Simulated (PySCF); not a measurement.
O2GeSiH4, in a box:

```xyz
8
Lattice="13.0000 0.0000 0.0000 0.0000 14.0000 0.0000 0.0000 0.0000 12.0000" Properties=species:S:1:pos:R:3 pbc="T T T"
O     8.1342    9.3450    5.9647
Ge    8.3480    7.7423    5.2338
O     6.8083    7.0399    5.8462
Si    6.0089    5.6106    5.7586
H     7.3113    9.4170    6.4618
H     4.6780    5.8217    5.1327
H     6.7727    4.6250    4.9425
H     5.8233    5.0589    7.1255
```

Program: PySCF 2.14.0. Alike in all runs: task atomic charges; potentials or basis pob-tzvp-rev2 (all-electron); no spin polarisation; cell as given; k mesh 1 × 1 × 1; smearing fixed.

Task: Order these runs on this cell by their band gap on the k mesh, lowest first.
A. level WC
B. level PBE50; exxdiv ewald
C. level PBE0; exxdiv ewald
D. level MN15-L

Result: A (4.16 eV), D (4.64 eV), C (6.28 eV), B (8.39 eV).

Caveats: this is a molecule in a periodic box at the Γ point, so its band gap is the HOMO-LUMO gap; relativity is left out, which matters for the heavier elements; the basis of atomic orbitals isn't converged, which shifts pressures, moduli and gaps.

Runs at the PBE level aren't shown here.
